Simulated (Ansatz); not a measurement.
**CH₃Ga (triplet): from Hartree-Fock to the top rungs at distance C1–Ga2 = 6.495 Å, cc-pVDZ**

The task here is to estimate one member of a computed series from the others.

The runs use Ansatz 0.2.0, Gaussian basis; cc-pVDZ, core rule «outside noble gas», up to 15 orbitals frozen.

To be run: UHF; CCSD(T) on ROHF; CCSD(T) on UHF; BCCD(T) on ROHF; CISD; CCSDT(Q) on ROHF; CCSDT(Q) on UHF; CASSCF and MRCISD+Q, 4 electrons in 4 orbitals; CASSCF and NEVPT2, 4 electrons in 4 orbitals.

24 further runs of the same task are left out: 4 for a known fault of the program, 1 for a mislabelled method, 15 that didn't finish, 4 set aside as unsound or not needed.

## The geometry

The geometry derives from a PBE0/def2-TZVP stationary point (not a proven minimum). One bond is set to the value named and the two fragments are kept rigid. No spin-orbit coupling is included. The filled d shell of Ga may be among the frozen orbitals whatever the setting's name suggests; the logs give the count.

5 atoms, charge 0, spin multiplicity 3.

Atoms are counted from 1 here; the program's logs count them from 0.

Bond lengths: C1–H3 1.090 Å, C1–H4 1.087 Å, Ga2–H5 1.596 Å. Angles: H3–C1–H4 113.7°.

The first run:

in.yaml reads:

```yaml
crystal:
  periodic: [false, false, false]
  atoms:
    - {symbol: C, position_ang: [0.000000, -0.125415, 2.529570]}
    - {symbol: Ga, position_ang: [0.000000, -0.522813, -3.953261]}
    - {symbol: H, position_ang: [0.000000, 0.825234, 3.062375]}
    - {symbol: H, position_ang: [0.000000, -0.993542, 3.183443]}
    - {symbol: H, position_ang: [0.000000, 0.816536, -4.822129]}
basis:
  gaussian: {orbitals: cc-pVDZ}
magnetization: {spin_polarized: true, initial_magnetization: 2}
hamiltonian: {xc: hf}
output: {orbitals: {seedname: orbitals}}
```

The run is started by

```bash
ansatz run in.yaml --threads 1 --pin off --events-out ev --progress --plain --max-ram 2393MiB
```

Steps of the session up to this table: UHF; CCSD(T) on ROHF; CCSD(T) on UHF; BCCD(T) on ROHF; CISD; CCSDT(Q) on ROHF; CCSDT(Q) on UHF; CASSCF and MRCISD+Q, 4 electrons in 4 orbitals; CASSCF and NEVPT2, 4 electrons in 4 orbitals.

One of the session's tables, all rows but one given; the rest of the session is left out.

It belongs to the step «Misses and costs». 

```
   method  from UCCSDT(Q) (kcal/mol)
     ROHF                    +119.52
      UHF                    +116.95
     RMP2                     +27.49
     UMP2                     +27.26
    RCCSD                      +2.15
    UCCSD                      +2.11
 RCCSD(T)                      +0.49
 UCCSD(T)                      +0.48
  BCCD(T)                      +0.50
   RCCSDT                      +0.08
   UCCSDT                          ?
RCCSDT(Q)                      +0.02
UCCSDT(Q)                          0
```

Estimate the missing values for UCCSDT.

As computed: from UCCSDT(Q) (kcal/mol): +0.06. In the column «from UCCSDT(Q) (kcal/mol)» it lies between RCCSDT(Q) (+0.02) and RCCSDT (+0.08).

Not comparable, so not listed: CISD; CASSCF and MRCISD+Q, 4 electrons in 4 orbitals (they don't share determinant, frozen orbitals or solution with the rows shown, or repeat one).

Caveats from the session: Left out of the table: CASSCF pair, NEVPT2 pair (the active space lost an orbital or holds another state than full CI finds). Restricted and unrestricted rows rest on different reference determinants; where their highest levels disagree by more than a few hundredths of an eV, they describe different states and don't form one ladder. Warnings in the runs' records: passed over end.
